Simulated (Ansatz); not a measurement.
# One shape, several levels: singlet CaI+

Aim: a comparison of 5 runs (CAM-B3LYP/def2-TZVPP, wB97X/def2-TZVPP, RPA@PBE/def2-TZVPP, BCCD(T)/def2-TZVPP, CCSD/def2-TZVPP) of singlet CaI+. 

The calculation is run with Ansatz 0.2.0.

35 further runs of the same task are left out: 5 that didn't finish, 30 set aside as unsound or not needed.

## Step 1: The system as given

CaI+: 2 atoms, total charge +1, spin state singlet. SMILES of the parent species: `[Ca][I]`. The shape is that of a PBE0-D4/def2-TZVP optimisation. That shape belongs to the parent species and isn't relaxed for this state.

Bond lengths: Ca1–I2 2.825 Å.

## Step 2: The energy at CAM-B3LYP/def2-TZVPP (core potential) (run 1)

run.yaml

```yaml
crystal:
  periodic: [false, false, false]
  atoms:
    - {symbol: Ca, position_ang: [-0.000000, -0.000000, 0.051180]}
    - {symbol: I, position_ang: [0.000000, 0.000000, 2.876020]}
basis:
  gaussian:
    orbitals: def2-TZVPP
total_charge: 1
hamiltonian:
  xc: {name: CAM-B3LYP}
accuracy: high
output:
  orbitals: {seedname: orbitals}
```

Command:

```
$ ansatz run run.yaml --threads 1 --pin off --max-ram 3480MiB --events-out events.jsonl --progress --plain --runs-dir runs
```

Log:

```text
Warning: RAYON_NUM_THREADS=1 ignored (pool sized by the plan → 1); use --threads N
Functional definition: CAM-B3LYP
  name "CAM-B3LYP"
  parameter alpha = 0.19
  parameter beta = 0.46
  parameter omega = 0.33/bohr
  parameter ac = 0.81
  exchange = (1 - alpha - beta)*b88_x + beta*b88_x_sr(omega) + alpha*exact_x + beta*exact_x_lr(omega)
  correlation = (1 - ac)*vwn5_c + ac*lyp_c
1464 factors; integrals over basis functions are off by at most 3.7e-9 eV
378 factors; integrals over basis functions are off by at most 1.9e-9 eV
mean field evaluation 1: about -26531.3641 eV, gradient 3.4e1 eV
mean field evaluation 2: about -26528.0976 eV, gradient 5.1e1 eV
mean field evaluation 4: about -26535.2876 eV, gradient 2.7e0 eV
mean field evaluation 8: about -26535.3804 eV, gradient 2.5e-1 eV
mean field evaluation 16: about -26535.3810 eV, gradient 2.7e-4 eV
mean field -26535.38099881 eV, -975.1572653790 hartree, gradient 6.6e-8 eV, S^2 0.000000; 0 other end points of the search recorded, 0 dependent functions left out
reference -26535.38101411 eV, -975.1572659414 hartree; 22, 22 occupied and 64, 64 virtual orbitals, 1464 factors
Total energy: -26535.38101411 eV, -975.1572659414 hartree
```

It took 7.5 s on 1 thread of Arm Neoverse V1, shared host; peak memory 0.27 GiB.

## Step 3: A single-point energy at wB97X/def2-TZVPP (core potential) (run 2)

molecule.yaml

```yaml
crystal:
  periodic: [false, false, false]
  atoms:
    - {symbol: Ca, position_ang: [-0.000000, -0.000000, 0.051180]}
    - {symbol: I, position_ang: [0.000000, 0.000000, 2.876020]}
basis:
  gaussian: {orbitals: def2-TZVPP}
total_charge: 1
hamiltonian: {xc: {name: wB97X}}
accuracy: high
output: {orbitals: {seedname: orbitals}}
```

Command:

```
$ ansatz run molecule.yaml --threads 1 --pin off --max-ram 3480MiB --events-out events.jsonl --progress --plain --runs-dir runs
```

Log, shortened:

```text
Warning: RAYON_NUM_THREADS=1 ignored (pool sized by the plan → 1); use --threads N
Functional definition: wB97X
  name "wB97X"
[...]
      + exact_x_lr(omega)
[...]
      + integral(e_c_pw_opposite_spin*poly(b97_u_opposite, 1, cos1, cos2, cos3, cos4))
1464 factors; integrals over basis functions are off by at most 3.7e-9 eV
354 factors; integrals over basis functions are off by at most 1.3e-9 eV
[...]
mean field -26536.01173074 eV, -975.1804443501 hartree, gradient 4.7e-8 eV, S^2 0.000000; 0 other end points of the search recorded, 0 dependent functions left out
reference -26536.01172797 eV, -975.1804442480 hartree; 22, 22 occupied and 64, 64 virtual orbitals, 1464 factors
Total energy: -26536.01172797 eV, -975.1804442480 hartree
```

Run time: 25 s. Hardware: 1 thread of Arm Neoverse V1, shared host; peak memory 0.47 GiB.

Runs 3 to 4 aren't shown in full; the table further down has their settings and results.

## Step 4: The energy at CCSD/def2-TZVPP (core potential) (run 5)

job.yaml

```yaml
basis:
  gaussian:
    orbitals: def2-TZVPP
crystal:
  periodic: [false, false, false]
  atoms:
    - {symbol: Ca, position_ang: [-0.000000, -0.000000, 0.051180]}
    - {symbol: I, position_ang: [0.000000, 0.000000, 2.876020]}
total_charge: 1
correlation:
  method: ccsd
  frozen_orbitals: {Ca: 5, I: 4}
accuracy: high
scf:
  omitted_lower_state_checks: [cluster_reference, increment]
```

Command:

```
$ ansatz run job.yaml --threads 1 --pin off --max-ram 3480MiB --events-out events.jsonl --progress --plain --runs-dir runs
```

Log:

```text
Warning: RAYON_NUM_THREADS=1 ignored (pool sized by the plan → 1); use --threads N
[... 12 lines left out ...]
9 core orbitals not correlated: weight in the atoms' cores, before any rotation towards them, 1.000 or more for the frozen orbitals, at most 0.000 for the correlated occupied ones
[... 24 lines left out ...]
Total energy: -26502.54629335 eV, -973.9506122094 hartree
Checks for a lower state left out: cluster_reference, increment
```

Run time: 7.8 s. Hardware: 1 thread of Arm Neoverse V1, shared host; peak memory 0.37 GiB.

## Step 5: All runs side by side

| run | level | frozen core orbitals | energy (Eh) | wall time |
| --- | --- | --- | --- | --- |
| 1 | CAM-B3LYP/def2-TZVPP (core potential) | – | -975.157266 | 7.5 s |
| 2 | wB97X/def2-TZVPP (core potential) | – | -975.180444 | 25 s |
| 3 | RPA@PBE/def2-TZVPP (core potential) | 9 | -974.158149 | 10 s |
| 4 | BCCD(T)/def2-TZVPP (core potential) | 9 | -973.964189 | 14 s |
| 5 | CCSD/def2-TZVPP (core potential) | 9 | -973.950612 | 7.8 s |

## Step 6: What came out

```
                                          quantity          value
                               run 5: total energy  -973.95061 Eh
run 5: correlation energy (9 core orbitals frozen)     -660.2 mEh
                              run 5: T1 diagnostic          0.009
```

**Reading.** Totals of different functionals can't be ranked against each other. All runs together took 65 s, the longest 25 s.
